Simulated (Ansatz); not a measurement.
# Ti2W3: the cost of one run

Program: Ansatz 0.2.0. Level of theory: DFT PBE, scalar-relativistic, plane waves, PAW. These are calculated values, not measurements.

2 further runs of the same task are left out: 1 that didn't finish, 1 set aside as unsound or not needed.

### Step 1. The system as given

It takes space group R-3m (No. 166, trigonal). The conventional cell has a = 4.499 Å, b = 4.499 Å, c = 13.777 Å, α = 90.00°, β = 90.00°, γ = 120.00°. Around Ti (site symmetry 3m) lie 5 W at 2.76 Å and 3 Ti at 2.76 Å. W (site symmetry 3m) is surrounded by 4 Ti at 2.76 Å and 4 W at 2.76 Å. W (site symmetry -3m) has 2 Ti at 2.76 Å and 6 W at 2.76 Å as nearest neighbours.

Coordinates:

```cif
data_structure
_symmetry_space_group_name_H-M 'R-3m:H'
_symmetry_Int_Tables_number 166
_cell_length_a 4.4995
_cell_length_b 4.4995
_cell_length_c 13.7768
_cell_angle_alpha 90.000
_cell_angle_beta 90.000
_cell_angle_gamma 120.000
_cell_volume 241.55
loop_
_atom_site_label
_atom_site_type_symbol
_atom_site_symmetry_multiplicity
_atom_site_Wyckoff_symbol
_atom_site_fract_x
_atom_site_fract_y
_atom_site_fract_z
_atom_site_occupancy
Ti1 Ti 6 c 0.66667 0.33333 0.13333 1
W1 W 6 c 0.33333 0.66667 0.06667 1
W2 W 3 a 0.00000 0.00000 0.00000 1
```

The start is an ordering of an alloy on its end members' structure types: elements ordered on the sites of the Ta type, Ti/W on Ta (R-3m, No. 166).

### Step 2. A first look at the guess

File input.yaml:

```yaml
crystal:
  lattice:
    - [2.24973859, 1.29888718, 4.59225966]
    - [-2.24973859, 1.29888718, 4.59225966]
    - [0.0, -2.59777436, 4.59225966]
  atoms:
    - { symbol: Ti, position: [0.8, 0.8, 0.8] }
    - { symbol: Ti, position: [0.2, 0.2, 0.2] }
    - { symbol: W, position: [0.4, 0.4, 0.4] }
    - { symbol: W, position: [0.6, 0.6, 0.6] }
    - { symbol: W, position: [0.0, 0.0, 0.0] }
basis:
  ecutwfc: 420
kpoints:
  mp_grid: { grid: [6, 6, 6] }
hamiltonian:
  xc: pbe
scf:
  occupations: { method: gaussian, width: 0.1 }
  lower_state_search: "off"
output:
  forces: true
  stress: true
  eigenvalues: true
```

On the command line:

```bash
ansatz run input.yaml --threads 1 --pin off --max-ram 2560MiB --backend cpu --events-out ev --progress --plain --runs-dir out
```

What time and memory should one allow on 1 thread of Arm Neoverse V2, shared host?

About 5 s, with a peak of 0.39 GiB.
